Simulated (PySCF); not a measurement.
# MoO₃⁻: relaxation and vibrations of the doublet

Aim: relax MoO₃⁻ as a doublet from a T-shaped start, check by its vibrations whether the end is a minimum, and collect its spectrum and constants.

Computed with PySCF 2.14.0. Level: B3LYP, basis Mo def2-SVPD with ECP28, O def2-SVPD, scalar-relativistic core potentials, no spin–orbit coupling, density fitting.

## 1. The system as given

4 atoms, charge -1, spin multiplicity 2.

Bond lengths: Mo1–O2 1.780 Å, Mo1–O3 1.780 Å, Mo1–O4 1.780 Å. Angles: O2–Mo1–O3 88.0°, O2–Mo1–O4 88.0°, O3–Mo1–O4 176.0°.

```xyz
4
charge -1 multiplicity 2
Mo    0.0000    0.0000   -0.2088
O     0.0000    0.0000    1.5712
O     1.7789    0.0000   -0.1467
O    -1.7789    0.0000   -0.1467
```

## 2. T-shaped start, doublet: relaxation

One driver script runs all steps and calls PySCF; scf.py shows how it sets up the SCF of each step. The optimiser is the driver's own. Before each start the driver seeks the lowest SCF state from one or more starting densities and follows internal instabilities, so scf.py alone need not reach the same state.

The program finds C2v symmetry in the start, which this walk keeps. The walk stops when the largest gradient is under 0.0003 Eh/bohr and the energy has settled too.

Input file scf.py:

```python
from pyscf import gto, scf, dft
mol = gto.M(atom='''
Mo     0.000000     0.000000    -0.208770
O      0.000000     0.000000     1.571230
O      1.778900    -0.000000    -0.146670
O     -1.778900     0.000000    -0.146670''',
    basis={'Mo': 'def2-SVPD', 'O': 'def2-SVPD'},
    ecp={'Mo': 'def2-SVPD'},
    charge=-1, spin=1)
mf = dft.UKS(mol, xc='B3LYP')
mf.grids.atom_grid = (50, 194)
aux = {'Mo': 'def2-universal-JKFIT', 'O': 'def2-universal-JKFIT'}
mf = mf.density_fit(auxbasis=aux)
mf.kernel()
```

Further steps of the session: Hessian and properties; Downhill along the imaginary mode; Vibrations and properties at this point.

Before running it: what results should come out? Wanted: minimum; geometry; wavenumbers; dipole moment; highest occupied, lowest empty level; polar-tensor charge of Mo1; zero-point energy; ⟨S²⟩.

The runs gave:

| quantity | value |
| --- | --- |
| minimum | doublet, C3v |
| geometry | Mo–O 1.745 Å (×3); O–Mo–O 116.7° (×3) |
| wavenumbers (cm⁻¹) | 147 (a1), 307 (e), 907 (e), 928 (a1) |
| dipole moment (centre of mass) | 1.54 D |
| highest occupied, lowest empty level (either spin) | -1.32, 1.58 eV |
| polar-tensor charge of Mo1 | +1.65 e |
| zero-point energy | 21.0 kJ/mol |
| entropy at 298.15 K | 297.0 J/(mol K) |
| ⟨S²⟩ | 0.755 |

In words: From C2v at the start the molecule goes to a C3v minimum, after a stop at a saddle point 3.4 kJ/mol higher, from which it was pushed off along an imaginary mode. The strongest infrared band lies at 907 cm⁻¹ (e, stretch). Most of the spin sits on Mo1 (Mulliken spin 1.14, against 1 for the whole molecule). Only this shape and spin were tried, so other structures or states may lie lower. Open d and f shells are described by one determinant, and the ground state may have another occupation or spin.
